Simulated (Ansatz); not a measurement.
# GaH5O (SMILES [OH2+][GaH3-]): a rigid scan of the bond length O1–H4

The task here is to estimate one member of a computed series from the others.

Computed with Ansatz 0.2.0, Gaussian basis. Level: single points in def2-TZVPP.

Levels: PBE-D4, r2SCAN-D4, PBE0-D4, B3LYP-D4, wB97M-V, Hartree-Fock, MP2, CCSD, CCSD(T). The scan takes 0.847, 0.880, 0.929, 0.987, 1.050, 1.119, 1.191, 1.268, 1.347 Å.

Correlated methods freeze the cores. Filled d shells of the heavier atoms are correlated. B3LYP uses VWN-RPA correlation.

28 further runs of the same task are left out: 28 set aside as unsound or not needed.

## The system as given

The minimum, relaxed at PBE0-D4: SMILES `[OH2+][GaH3-]`, 7 atoms, charge 0, spin multiplicity 1.

Atoms are counted from 1 here; the program's logs count them from 0.

Bond lengths: O1–Ga2 2.197 Å, O1–H3 0.962 Å, O1–H4 0.962 Å, Ga2–H5 1.570 Å, Ga2–H6 1.580 Å, Ga2–H7 1.581 Å. Angles: Ga2–O1–H3 108.3°, Ga2–O1–H4 109.4°, H3–O1–H4 106.7°, O1–Ga2–H5 99.8°, O1–Ga2–H6 93.8°, O1–Ga2–H7 94.4°, H5–Ga2–H6 119.5°, H5–Ga2–H7 119.2°, H6–Ga2–H7 118.0°.

As a file:

```tsv
atom	x (Å)	y (Å)	z (Å)
O1	-0.2450	-1.2181	-0.1704
Ga2	0.1575	0.9413	-0.1358
H3	-0.9529	-1.4043	0.4546
H4	0.5316	-1.6937	0.1411
H5	0.0820	1.2506	-1.6733
H6	-1.0847	1.2657	0.7856
H7	1.5726	0.7905	0.5525
```

Energies of the minimum (eV), from earlier single points: PBE-D4 -54496.84805, r2SCAN-D4 -54505.90879, PBE0-D4 -54498.07393, B3LYP-D4 -54509.03133, wB97M-V -54503.30224, CCSD(T) -54466.02127.

At the minimum the bond length O1–H4 is 0.962 Å.

The first run:

ccsdt-tzvpp/in.yaml reads:

```yaml
crystal:
  periodic: [false, false, false]
  atoms:
    - {symbol: O, position_ang: [-0.244980, -1.218094, -0.170405]}
    - {symbol: Ga, position_ang: [0.157465, 0.941324, -0.135845]}
    - {symbol: H, position_ang: [-0.952880, -1.404318, 0.454557]}
    - {symbol: H, position_ang: [0.438437, -1.636682, 0.103701]}
    - {symbol: H, position_ang: [0.082036, 1.250621, -1.673256]}
    - {symbol: H, position_ang: [-1.084652, 1.265715, 0.785580]}
    - {symbol: H, position_ang: [1.572630, 0.790483, 0.552510]}
basis:
  gaussian: {orbitals: def2-TZVPP}
correlation: {method: ccsd_t}
```

The command line of these runs was not kept.

Steps of the session up to this table: O1–H4 = 0.847 Å; O1–H4 = 0.880 Å; O1–H4 = 0.929 Å; O1–H4 = 0.987 Å; O1–H4 = 1.050 Å; O1–H4 = 1.119 Å; O1–H4 = 1.191 Å; O1–H4 = 1.268 Å; O1–H4 = 1.347 Å.

One table of the session follows, with a row left open; its other results are not shown here.

Energies less that of the minimum at the same level (meV):

| bond length (Å) | PBE-D4 | PBE0-D4 | B3LYP-D4 | wB97M-V | Hartree-Fock |
| --- | --- | --- | --- | --- | --- |
| 0.847 | 507 | 447 | 460 | 453 | 340 |
| 0.880 | ? | ? | ? | ? | ? |
| 0.929 | 46 | 28 | 33 | 30 | -4 |
| 0.962 (minimum) | 0 | 0 | 0 | 0 | 0 |
| 0.987 | 4 | 17 | 14 | 16 | 41 |
| 1.050 | 126 | 174 | 159 | 167 | 259 |
| 1.119 | 387 | 473 | 445 | 461 | 626 |
| 1.191 | 741 | 868 | 824 | 852 | 1094 |
| 1.268 | 1166 | 1337 | 1274 | 1318 | 1643 |
| 1.347 | 1623 | 1839 | 1756 | 1818 | 2226 |

**Question.** Estimate the row for bond length (Å) = 0.880.

Worked estimate for «PBE-D4». A straight line through the neighbours (0.847, 507) and (0.929, 46) gives 507 + (46 − 507) × (0.880 − 0.847) / (0.929 − 0.847) = 321; a parabola fitted to 3 rows on both sides gives 265.

As computed: PBE-D4: 250; PBE0-D4: 207; B3LYP-D4: 217; wB97M-V: 212; Hartree-Fock: 130. In «PBE-D4» the line misses by +71 and the parabola by +15.

Limits of these values: A polynomial through the near points puts the CCSD(T) minimum 0.001 Å below the PBE0-D4 value.
